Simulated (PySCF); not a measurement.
**C₆H₁₅Ga: fields and orbitals**

Aim: take C₆H₁₅Ga and measure its response to a uniform field, localise its valence orbitals and analyse its density (charges, bond critical points, surface potential).

Program: PySCF 2.14.0. Level of theory: levels as typed in each script, gas phase, geometry from GFN2-xTB. These are calculated values, not measurements.

## 1. The system as given

SMILES `CC[Ga](CC)CC`, 22 atoms, charge 0, spin multiplicity 1.

Bond lengths: C1–C2 1.531 Å, C1–H8 1.091 Å, C1–H9 1.091 Å, C1–H10 1.091 Å, C2–Ga3 2.078 Å, C2–H11 1.097 Å, C2–H12 1.097 Å, Ga3–C4 2.078 Å, Ga3–C6 2.077 Å, C4–C5 1.531 Å, C4–H13 1.097 Å, C4–H14 1.097 Å, C5–H15 1.091 Å, C5–H16 1.091 Å, C5–H17 1.091 Å, C6–C7 1.531 Å, C6–H18 1.097 Å, C6–H19 1.097 Å and more. Angles: C2–C1–H8 111.4°, C2–C1–H9 110.6°, C2–C1–H10 110.6°, H8–C1–H9 108.1°, H8–C1–H10 108.1°, H9–C1–H10 107.8°, C1–C2–Ga3 111.4°, C1–C2–H11 109.7°, C1–C2–H12 109.6°, Ga3–C2–H11 110.1°, Ga3–C2–H12 110.0°, H11–C2–H12 106.0°, C2–Ga3–C4 120.0°, C2–Ga3–C6 120.0°, C4–Ga3–C6 120.0°, Ga3–C4–C5 111.4°, Ga3–C4–H13 110.0°, Ga3–C4–H14 110.1° and more.

As a file:

```xyz
22
charge 0, multiplicity 1
C    -0.4808   -2.9581   -0.0252
C    -1.2688   -1.6455    0.0138
Ga    0.0004    0.0000    0.0110
C    -0.7910    1.9213    0.0138
C    -2.3218    1.8952   -0.0252
C     2.0591   -0.2758    0.0138
C     2.8018    1.0629   -0.0252
H    -1.1461   -3.8232   -0.0158
H     0.1850   -3.0326    0.8364
H     0.1323   -3.0114   -0.9265
H    -1.9492   -1.5979   -0.8458
H    -1.9067   -1.6252    0.9065
H    -0.4545    2.4637    0.9065
H    -0.4095    2.4868   -0.8458
H    -2.7383    2.9039   -0.0158
H    -2.6745    1.3909   -0.9265
H    -2.7192    1.3559    0.8364
H     2.3580   -0.8890   -0.8458
H     2.3605   -0.8385    0.9065
H     2.5414    1.6205   -0.9265
H     3.8836    0.9192   -0.0158
H     2.5335    1.6768    0.8364
```

## 2. Response to an electric field (TPSS/cc-pvdz)

input.py

```python
import numpy as np
from pyscf import gto, scf, dft
from pyscf.scf import atom_ks, atom_hf
from scipy.linalg import block_diag

def solve(mol, dm0=None, hcore=None):
    mf = (dft.UKS if mol.spin else dft.RKS)(mol, xc='tpss')
    mf.grids.level = 3
    mf = mf.density_fit(auxbasis='def2-universal-jkfit')
    mf.conv_tol, mf.max_cycle = 1e-8, 80
    if hcore is not None:
        mf.get_hcore = lambda *args: hcore
    mf.kernel(dm0)
    if not mf.converged:
        mf = mf.newton().run(mf.mo_coeff, mf.mo_occ, max_cycle=30)
    assert mf.converged, 'SCF not converged'
    return mf

mol = gto.M(atom='''
C     -0.48076    -2.95808    -0.02520
C     -1.26877    -1.64552     0.01378
Ga     0.00039     0.00000     0.01101
C     -0.79103     1.92134     0.01378
C     -2.32175     1.89519    -0.02520
C      2.05909    -0.27582     0.01377
C      2.80180     1.06290    -0.02521
H     -1.14609    -3.82316    -0.01582
H      0.18505    -3.03264     0.83639
H      0.13229    -3.01140    -0.92651
H     -1.94925    -1.59786    -0.84579
H     -1.90672    -1.62523     0.90653
H     -0.45449     2.46368     0.90653
H     -0.40953     2.48682    -0.84579
H     -2.73826     2.90392    -0.01582
H     -2.67446     1.39092    -0.92650
H     -2.71923     1.35586     0.83639
H      2.35805    -0.88896    -0.84580
H      2.36049    -0.83845     0.90653
H      2.54144     1.62048    -0.92651
H      3.88364     0.91924    -0.01583
H      2.53346     1.67678     0.83639
''', basis='cc-pvdz', charge=0, spin=0, verbose=4)
field = np.array([0.005, 0.0, 0.0])  # atomic units
mol.set_common_orig(mol.atom_charges() @ mol.atom_coords() / mol.atom_charges().sum())
mf = solve(mol)
out = dict(dm0=mf.make_rdm1(), d0=mf.dip_moment(unit='AU'), e0=mf.e_tot)
for name, sign in (('p', 1), ('m', -1)):
    h = mf.get_hcore() + sign * np.einsum('x,xij->ij', field, mol.intor('int1e_r'))
    mi = solve(mol, mf.make_rdm1(), h)
    out.update({'dm' + name: mi.make_rdm1(), 'd' + name: mi.dip_moment(unit='AU'), 'e' + name: mi.e_tot})
# spherically averaged free atoms, for the promolecule
atm = atom_ks.get_atm_nrks(mol, xc='tpss')
pro = block_diag(*[(atm[a[0]][2] * atm[a[0]][3]) @ atm[a[0]][2].T for a in mol._atom])
np.savez('result.npz', pro=pro, **out)
```

Launch:

```bash
> OMP_NUM_THREADS=1 python input.py
```

## 4. Localised orbitals (PBE/6-311g**)

input.py

```python
import numpy as np
from pyscf import gto, scf, dft, lo
from pyscf.data.elements import chemcore

def solve(mol, dm0=None, hcore=None):
    mf = (dft.UKS if mol.spin else dft.RKS)(mol, xc='pbe')
    mf.grids.level = 3
    mf = mf.density_fit(auxbasis='def2-universal-jkfit')
    mf.conv_tol, mf.max_cycle = 1e-8, 80
    if hcore is not None:
        mf.get_hcore = lambda *args: hcore
    mf.kernel(dm0)
    if not mf.converged:
        mf = mf.newton().run(mf.mo_coeff, mf.mo_occ, max_cycle=30)
    assert mf.converged, 'SCF not converged'
    return mf

mol = gto.M(atom='''
C     -0.48076    -2.95808    -0.02520
C     -1.26877    -1.64552     0.01378
Ga     0.00039     0.00000     0.01101
C     -0.79103     1.92134     0.01378
C     -2.32175     1.89519    -0.02520
C      2.05909    -0.27582     0.01377
C      2.80180     1.06290    -0.02521
H     -1.14609    -3.82316    -0.01582
H      0.18505    -3.03264     0.83639
H      0.13229    -3.01140    -0.92651
H     -1.94925    -1.59786    -0.84579
H     -1.90672    -1.62523     0.90653
H     -0.45449     2.46368     0.90653
H     -0.40953     2.48682    -0.84579
H     -2.73826     2.90392    -0.01582
H     -2.67446     1.39092    -0.92650
H     -2.71923     1.35586     0.83639
H      2.35805    -0.88896    -0.84580
H      2.36049    -0.83845     0.90653
H      2.54144     1.62048    -0.92651
H      3.88364     0.91924    -0.01583
H      2.53346     1.67678     0.83639
''', basis='6-311g**', charge=0, spin=0, verbose=4)
mf = solve(mol)
occ_all = mf.mo_coeff[:, mf.mo_occ > 0]
occ = occ_all[:, chemcore(mol):]
pm = lo.PM(mol, occ, pop_method='meta_lowdin')
loc = pm.kernel()
for _ in range(5):
    new, stable = pm.stability_jacobi(return_status=True)
    if stable:
        break
    loc = pm.kernel(new)
fock, s = mf.get_fock(), mf.get_ovlp()
ortho = lo.orth_ao(mol, 'meta_lowdin')
labels = mol.ao_labels(fmt=None)
vir = loc[:, :0]
both = np.hstack([loc, vir])
p = (ortho.T @ s @ both) ** 2
pop = np.array([p[[l[0] == a for l in labels]].sum(0) for a in range(mol.natm)])
spd = np.array([[p[[l[0] == a and l[2][-1] == k for l in labels]].sum(0) for k in 'spd'] for a in range(mol.natm)])
eps = np.einsum('pi,pq,qi->i', both, fock, both)
for i in np.argsort(eps):
    top = np.argsort(-pop[:, i])[:3]
    print('%3d %s %9.4f Eh ' % (i + 1, 'occ' if i < loc.shape[1] else 'vir', eps[i]), '  '.join('%s%d %.3f' % (mol.atom_symbol(a), a + 1, pop[a, i]) for a in top))
np.savez('result.npz', c=both, nocc=loc.shape[1], pop=pop, spd=spd, eps=eps, e=mf.e_tot)
```

## 6. Density, bond paths and surface potential (HF/def2-svp)

input.py

```python
import numpy as np
from pyscf import gto, scf, dft
from pyscf.scf import atom_ks, atom_hf
from scipy.linalg import block_diag

def solve(mol, dm0=None, hcore=None):
    mf = scf.UHF(mol) if mol.spin else scf.RHF(mol)
    mf = mf.density_fit(auxbasis='def2-universal-jkfit')
    mf.conv_tol, mf.max_cycle = 1e-8, 80
    if hcore is not None:
        mf.get_hcore = lambda *args: hcore
    mf.kernel(dm0)
    if not mf.converged:
        mf = mf.newton().run(mf.mo_coeff, mf.mo_occ, max_cycle=30)
    assert mf.converged, 'SCF not converged'
    return mf

mol = gto.M(atom='''
C     -0.48076    -2.95808    -0.02520
C     -1.26877    -1.64552     0.01378
Ga     0.00039     0.00000     0.01101
C     -0.79103     1.92134     0.01378
C     -2.32175     1.89519    -0.02520
C      2.05909    -0.27582     0.01377
C      2.80180     1.06290    -0.02521
H     -1.14609    -3.82316    -0.01582
H      0.18505    -3.03264     0.83639
H      0.13229    -3.01140    -0.92651
H     -1.94925    -1.59786    -0.84579
H     -1.90672    -1.62523     0.90653
H     -0.45449     2.46368     0.90653
H     -0.40953     2.48682    -0.84579
H     -2.73826     2.90392    -0.01582
H     -2.67446     1.39092    -0.92650
H     -2.71923     1.35586     0.83639
H      2.35805    -0.88896    -0.84580
H      2.36049    -0.83845     0.90653
H      2.54144     1.62048    -0.92651
H      3.88364     0.91924    -0.01583
H      2.53346     1.67678     0.83639
''', basis='def2-svp', charge=0, spin=0, verbose=4)
mf = solve(mol)
mf.analyze()
# spherically averaged free atoms, for the promolecule
atm = scf.atom_hf.get_atm_nrhf(mol)
pro = block_diag(*[(atm[a[0]][2] * atm[a[0]][3]) @ atm[a[0]][2].T for a in mol._atom])
np.savez('result.npz', e=mf.e_tot, c=mf.mo_coeff, occ=mf.mo_occ, eps=mf.mo_energy, pro=pro, dip=mf.dip_moment(verbose=0), s2=mf.spin_square()[0])
```

(Steps that only read results are left out.)

Before running it: what results should come out? Wanted: polarisability along the field; dipole moment; HOMO, LUMO.

**Answer**, as computed:

| quantity | value |
| --- | --- |
| polarisability along the field (TPSS/cc-pvdz) | 111.7 bohr³ |
| localised occupied orbitals above −45 eV (PBE/6-311g**) | 26 |
| dipole moment (HF/def2-svp) | 0.01 D |
| HOMO, LUMO (HF/def2-svp) | -9.55, 2.10 eV |

At HF/def2-svp: The highest Hirshfeld charge is on Ga3 (+0.55 e), the lowest on C2, C4 and C6 (−0.22 e). The geometry was not optimised at these levels.
